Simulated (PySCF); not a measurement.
# B2Cl4 (Diboron tetrachloride): the cost of one run

Computed with PySCF 2.14.0, with density-fitted response routines of our own, on a single molecule in the gas phase. Atoms are numbered from 0 throughout.

**1. Starting geometry**

6 atoms, charge 0, multiplicity 1; geometry from: GFN2-xTB. The atoms were then displaced at random by about 0.03 Å, so the start is not that level's minimum.

Bonds of the start (Å): Cl0–B1 1.74, B1–Cl2 1.76, B1–B3 1.82, B3–Cl4 1.68, B3–Cl5 1.68.

**2. Geometry optimisation at PBE0-D3(BJ)/def2-SVP**

Job settings and geometry (Å):

```
{"job": {"xc": "PBE0", "basis": "def2-SVP", "d3": "d3bj", "grid": 1, "shake": 0.03, "kind": "geom"}, "charge": 0, "multiplicity": 1}
Cl    -1.646690    -1.481910     0.610040
B     -0.861320    -0.093780    -0.082180
Cl    -1.830550     1.084770    -0.957730
B      0.945360     0.081310     0.065440
Cl     1.913290    -1.084910    -0.665440
Cl     1.549280     1.402490     0.917450
```

Started as:

```
$ OMP_NUM_THREADS=1 python probes_run.py task.json out
```

This one command runs all jobs of the session in turn.

Q: Estimate the wall time and peak memory of this first job on 1 thread of Arm Neoverse V2, shared host.

About 40 s, with a peak of 0.41 GiB.
